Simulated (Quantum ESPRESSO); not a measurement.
# MoS2 in Quantum ESPRESSO: relaxation of the atoms with PBEsol

Aim: the relaxation of the atoms of MoS2 with PBEsol.

All numbers are computed with Quantum ESPRESSO 7.5; they aren't measurements. Logs are shortened: lines on timing, memory, paths and dates and some standing lists are left out, and cuts for length are marked.

## (1) The sheet as given

The cell holds a sheet with vacuum, 3 atoms: a = 3.224 Å, b = 3.177 Å, c = 21.130 Å, α = 90.00°, β = 90.00°, γ = 120.49°.

The cell was built by a generator and needn't be a form met in nature.

## (2) Relaxation of the atoms, PBEsol

The input, pw.in:

```
&CONTROL
  calculation = 'relax'
  prefix = 'pwscf'
  outdir = './tmp'
  pseudo_dir = './pseudo'
  tprnfor = .true.
  disk_io = 'low'
  nstep = 40
  forc_conv_thr = 0.0004
  etot_conv_thr = 1d-05
/
&SYSTEM
  ibrav = 0
  nat = 3
  ntyp = 2
  ecutwfc = 80
  nbnd = 20
  occupations = 'smearing'
  smearing = 'gaussian'
  degauss = 0.00146997
/
&ELECTRONS
  conv_thr = 6d-10
  electron_maxstep = 120
  mixing_beta = 0.5
/
&IONS
  ion_dynamics = 'bfgs'
/
ATOMIC_SPECIES
S     32.0600 S.upf
Mo    95.9500 Mo.upf
CELL_PARAMETERS angstrom
   3.2242200000    0.0000000000    0.0000000000
  -1.6121100000    2.7375063014    0.0000000000
   0.0000000000    0.0000000000   21.1300000000
ATOMIC_POSITIONS crystal
S      0.6666666667    0.3333333333    0.4259346900
Mo     0.3333333333    0.6666666667    0.5000000000
S      0.6666666667    0.3333333333    0.5740653100
K_POINTS automatic
10 10 1 0 0 0
```

Potentials or basis: PseudoDojo 0.4.1 SR PBEsol standard.

Command:

```console
$ OMP_NUM_THREADS=1 pw.x -in pw.in > pw.out
```

pw.out:

```text
This program is part of the open-source Quantum ESPRESSO suite
     for quantum simulation of materials; please cite
[... 9 lines left out ...]
     --------------------
     sticks:   dense  smooth     PW     G-vecs:    dense   smooth      PW
     Sum         805     805    239               121563   121563   19333

     Using Slab Decomposition

     bravais-lattice index     =            0
     lattice parameter (alat)  =       6.0929  a.u.
     unit-cell volume          =    1258.5657 (a.u.)^3
     number of atoms/cell      =            3
     number of atomic types    =            2
     number of electrons       =        26.00
     number of Kohn-Sham states=           20
     kinetic-energy cutoff     =      80.0000  Ry
     charge density cutoff     =     320.0000  Ry
     scf convergence threshold =      6.0E-10
     mixing beta               =       0.5000
     number of iterations used =            8  plain     mixing
     energy convergence thresh.=      1.0E-05
     force convergence thresh. =      4.0E-04
     Exchange-correlation= PBESOL
                           (   1   4  10   8   0   0   0)
     nstep                     =           40

     celldm(1)=   6.092893  celldm(2)=   0.000000  celldm(3)=   0.000000
     celldm(4)=   0.000000  celldm(5)=   0.000000  celldm(6)=   0.000000

     crystal axes: (cart. coord. in units of alat)
               a(1) = (   1.000000   0.000000   0.000000 )
               a(2) = (  -0.500000   0.849045   0.000000 )
               a(3) = (   0.000000   0.000000   6.553523 )

     reciprocal axes: (cart. coord. in units 2 pi/alat)
               b(1) = (  1.000000  0.588897 -0.000000 )
               b(2) = (  0.000000  1.177795  0.000000 )
               b(3) = (  0.000000 -0.000000  0.152590 )

     PseudoPot. # 1 for S  read from file:
     S.upf
     Pseudo is Norm-conserving + core correction, Zval =  6.0
     Generated using ONCVPSP code by D. R. Hamann
     Using radial grid of 1146 points,  6 beta functions with:
                l(1) =   0
                l(2) =   0
                l(3) =   1
                l(4) =   1
                l(5) =   2
                l(6) =   2

     PseudoPot. # 2 for Mo read from file:
     Mo.upf
     Pseudo is Norm-conserving + core correction, Zval = 14.0
     Generated using ONCVPSP code by D. R. Hamann
     Using radial grid of 1640 points,  6 beta functions with:
                l(1) =   0
                l(2) =   0
                l(3) =   1
                l(4) =   1
                l(5) =   2
                l(6) =   2

     atomic species   valence    mass     pseudopotential
     S                 6.00    32.06000     S ( 1.00)
     Mo               14.00    95.95000     Mo( 1.00)

      4 Sym. Ops. (no inversion) found

   Cartesian axes

     site n.     atom                  positions (alat units)
         1        S      tau(   1) = (   0.5000000   0.2830148   2.7913728  )
         2        Mo     tau(   2) = (  -0.0000000   0.5660297   3.2767615  )
         3        S      tau(   3) = (   0.5000000   0.2830148   3.7621502  )

     number of k points=    31  Gaussian smearing, width (Ry)=  0.0015
                       cart. coord. in units 2pi/alat
        k(    1) = (   0.0000000   0.0000000   0.0000000), wk =   0.0200000
        k(    2) = (   0.0000000   0.1177795   0.0000000), wk =   0.0400000
        k(    3) = (   0.0000000   0.2355589   0.0000000), wk =   0.0400000
        k(    4) = (   0.0000000   0.3533384   0.0000000), wk =   0.0400000
        k(    5) = (   0.0000000   0.4711178   0.0000000), wk =   0.0400000
        k(    6) = (   0.0000000  -0.5888973   0.0000000), wk =   0.0200000
[... 23 lines left out ...]
        k(   30) = (  -0.5000000  -0.1766692   0.0000000), wk =   0.0800000
        k(   31) = (  -0.5000000  -0.0588897   0.0000000), wk =   0.0800000

     Dense  grid:   121563 G-vectors     FFT dimensions: (  36,  36, 240)

     Initial potential from superposition of free atoms

     starting charge      25.9986, renormalised to      26.0000

     negative rho (up, down):  3.175E-05 0.000E+00
     Starting wfcs are   18 randomized atomic wfcs +    2 random wfcs

     Self-consistent Calculation

     iteration #  1     ecut=    80.00 Ry     beta= 0.50
     Davidson diagonalization with overlap
     ethr =  1.00E-02,  avg # of iterations =  5.9

     negative rho (up, down):  1.040E-05 0.000E+00

     total energy              =    -184.64301563 Ry
     estimated scf accuracy    <       0.44443282 Ry

     iteration #  2     ecut=    80.00 Ry     beta= 0.50
     Davidson diagonalization with overlap
     ethr =  1.71E-03,  avg # of iterations =  2.1

     negative rho (up, down):  8.318E-06 0.000E+00

     total energy              =    -184.57541597 Ry
     estimated scf accuracy    <       1.66286258 Ry

     iteration #  3     ecut=    80.00 Ry     beta= 0.50
     Davidson diagonalization with overlap
     ethr =  1.71E-03,  avg # of iterations =  2.1

     negative rho (up, down):  3.028E-06 0.000E+00

     total energy              =    -184.82489888 Ry
     estimated scf accuracy    <       0.04236919 Ry

     iteration #  4     ecut=    80.00 Ry     beta= 0.50
     Davidson diagonalization with overlap
     ethr =  1.63E-04,  avg # of iterations =  5.3
[... 244 lines left out ...]
!    total energy              =    -184.82888252 Ry
     estimated scf accuracy    <          3.1E-10 Ry
     smearing contrib. (-TS)   =      -0.00000000 Ry
     internal energy E=F+TS    =    -184.82888252 Ry

     The total energy is F=E-TS. E is the sum of the following terms:
     one-electron contribution =   -1202.54204694 Ry
     hartree contribution      =     601.26792654 Ry
     xc contribution           =     -33.07403426 Ry
     ewald contribution        =     449.51927214 Ry

     convergence has been achieved in  11 iterations

     Forces acting on atoms (cartesian axes, Ry/au):

     atom    1 type  1   force =     0.00000000    0.00220815    0.01728503
     atom    2 type  2   force =     0.00000000   -0.00441630    0.00000000
     atom    3 type  1   force =     0.00000000    0.00220815   -0.01728503

     Total force =     0.025036     Total SCF correction =     0.000036

     BFGS Geometry Optimization
     Energy error            =      6.3E-04 Ry
     Gradient error          =      1.7E-02 Ry/Bohr

     number of scf cycles    =   1
     number of bfgs steps    =   0

     energy             new  =    -184.8288825191 Ry

     new trust radius        =       0.0174255013 bohr
     new conv_thr            =       0.0000000006 Ry

ATOMIC_POSITIONS (crystal)
S                0.6668800914        0.3337601826        0.4263675742
Mo               0.3329064840        0.6658129680        0.5000000000
S                0.6668800914        0.3337601826        0.5736324258

     NEW-OLD atomic charge density approx. for the potential

     negative rho (up, down):  1.796E-06 0.000E+00

     Self-consistent Calculation

     iteration #  1     ecut=    80.00 Ry     beta= 0.50
     Davidson diagonalization with overlap
     ethr =  1.00E-06,  avg # of iterations =  6.5

     negative rho (up, down):  8.157E-07 0.000E+00

     total energy              =    -184.82937625 Ry
     estimated scf accuracy    <       0.00003271 Ry
[... 554 lines left out ...]
     CASE: energy            _new < energy            _old

     new trust radius        =       0.0089381304 bohr
     new conv_thr            =            5.2E-11 Ry

ATOMIC_POSITIONS (crystal)
S                0.6670861839        0.3341723676        0.4270692537
Mo               0.3324942990        0.6649885981        0.5000000000
S                0.6670861839        0.3341723676        0.5729307463

     NEW-OLD atomic charge density approx. for the potential

     negative rho (up, down):  7.454E-07 0.000E+00

     Self-consistent Calculation

     iteration #  1     ecut=    80.00 Ry     beta= 0.50
     Davidson diagonalization with overlap
     ethr =  1.00E-06,  avg # of iterations =  4.2

     Threshold (ethr) on eigenvalues was too large:
     Diagonalizing with lowered threshold

     Davidson diagonalization with overlap
     ethr =  3.29E-08,  avg # of iterations =  3.8

     negative rho (up, down):  3.318E-07 0.000E+00

     total energy              =    -184.82969674 Ry
     estimated scf accuracy    <       0.00000879 Ry

     iteration #  2     ecut=    80.00 Ry     beta= 0.50
     Davidson diagonalization with overlap
     ethr =  3.38E-08,  avg # of iterations =  2.3

     negative rho (up, down):  2.657E-07 0.000E+00

     total energy              =    -184.82969605 Ry
     estimated scf accuracy    <       0.00002731 Ry

     iteration #  3     ecut=    80.00 Ry     beta= 0.50
     Davidson diagonalization with overlap
     ethr =  3.38E-08,  avg # of iterations =  2.0

     negative rho (up, down):  7.262E-08 0.000E+00

     total energy              =    -184.82969996 Ry
     estimated scf accuracy    <       0.00000052 Ry

     iteration #  4     ecut=    80.00 Ry     beta= 0.50
     Davidson diagonalization with overlap
     ethr =  2.00E-09,  avg # of iterations =  2.0
[... 243 lines left out ...]
     CASE: energy            _new < energy            _old

     new trust radius        =       0.0003514621 bohr
     new conv_thr            =            6.0E-12 Ry

ATOMIC_POSITIONS (crystal)
S                0.6670691989        0.3341383977        0.4270669584
Mo               0.3325282689        0.6650565379        0.5000000000
S                0.6670691989        0.3341383977        0.5729330416

     NEW-OLD atomic charge density approx. for the potential

     negative rho (up, down):  3.618E-08 0.000E+00

     Self-consistent Calculation

     iteration #  1     ecut=    80.00 Ry     beta= 0.50
     Davidson diagonalization with overlap
     ethr =  1.00E-06,  avg # of iterations =  1.8

     Threshold (ethr) on eigenvalues was too large:
     Diagonalizing with lowered threshold

     Davidson diagonalization with overlap
     ethr =  2.57E-10,  avg # of iterations =  3.9

     negative rho (up, down):  1.425E-08 0.000E+00

     total energy              =    -184.82970015 Ry
     estimated scf accuracy    <          8.6E-09 Ry

     iteration #  2     ecut=    80.00 Ry     beta= 0.50
     Davidson diagonalization with overlap
     ethr =  3.31E-11,  avg # of iterations =  2.1

     total energy              =    -184.82970015 Ry
     estimated scf accuracy    <          2.8E-09 Ry

     iteration #  3     ecut=    80.00 Ry     beta= 0.50
     Davidson diagonalization with overlap
     ethr =  1.07E-11,  avg # of iterations =  2.0

     total energy              =    -184.82970015 Ry
     estimated scf accuracy    <          5.5E-09 Ry

     iteration #  4     ecut=    80.00 Ry     beta= 0.50
     Davidson diagonalization with overlap
     ethr =  1.07E-11,  avg # of iterations =  1.8

     total energy              =    -184.82970015 Ry
     estimated scf accuracy    <          6.9E-11 Ry

     iteration #  5     ecut=    80.00 Ry     beta= 0.50
     Davidson diagonalization with overlap
     ethr =  2.66E-13,  avg # of iterations =  2.7
[... 191 lines left out ...]
!    total energy              =    -184.82970015 Ry
     estimated scf accuracy    <          5.3E-12 Ry
     smearing contrib. (-TS)   =      -0.00000000 Ry
     internal energy E=F+TS    =    -184.82970015 Ry

     The total energy is F=E-TS. E is the sum of the following terms:
     one-electron contribution =   -1208.96466227 Ry
     hartree contribution      =     604.45907175 Ry
     xc contribution           =     -33.11183058 Ry
     ewald contribution        =     452.78772094 Ry

     convergence has been achieved in   5 iterations

     Forces acting on atoms (cartesian axes, Ry/au):

     atom    1 type  1   force =     0.00000000   -0.00006350    0.00000788
     atom    2 type  2   force =     0.00000000    0.00012701    0.00000000
     atom    3 type  1   force =     0.00000000   -0.00006350   -0.00000788

     Total force =     0.000156     Total SCF correction =     0.000005
     Energy error            =      1.3E-07 Ry
     Gradient error          =      1.3E-04 Ry/Bohr

     bfgs converged in   5 scf cycles and   4 bfgs steps
     (criteria: energy <  1.0E-05 Ry, force <  4.0E-04 Ry/Bohr)

     End of BFGS Geometry Optimization

     Final energy             =    -184.8297001546 Ry

Begin final coordinates

ATOMIC_POSITIONS (crystal)
S                0.6670691989        0.3341383977        0.4270669584
Mo               0.3325282689        0.6650565379        0.5000000000
S                0.6670691989        0.3341383977        0.5729330416
End final coordinates

=------------------------------------------------------------------------------=
   JOB DONE.
=------------------------------------------------------------------------------=
```

Wall time 6.6 min (1 thread of AMD EPYC 7R43 (Zen 3), shared host); peak memory 0.3 GiB.

What came out:

```
Free energy                  : -2514.7362 eV
Energy gained by relaxing    : 3.7 meV/atom
Ionic steps                  : 5
Largest force after relaxing : 0.003 eV/Å
Band gap on the k mesh       : 1.59 eV, indirect (least direct gap 1.83 eV)
```

Forces in eV/Å, atoms in the order of the input:
```
S    0.000 -0.002  0.000
Mo   0.000  0.003  0.000
S    0.000 -0.002  0.000
```

Step by step:
| step | energy change (eV) | largest force (eV/Å) |
| --- | --- | --- |
| 1 | 0.0000 | 0.4480 |
| 2 | -0.0069 | 0.2795 |
| 3 | -0.0107 | 0.0897 |
| 4 | -0.0111 | 0.0090 |
| 5 | -0.0111 | 0.0033 |

Final structure:
```yaml
crystal:
  lattice:
    - [3.22422, 0.00000, 0.00000]
    - [-1.61211, 2.73751, 0.00000]
    - [0.00000, 0.00000, 21.13000]
  atoms:
    - { symbol: S, position: [0.66707, 0.33414, 0.42707] }
    - { symbol: Mo, position: [0.33253, 0.66506, 0.50000] }
    - { symbol: S, position: [0.66707, 0.33414, 0.57293] }
```

PBEsol gaps usually lie below the measured ones, often by a third to a half.
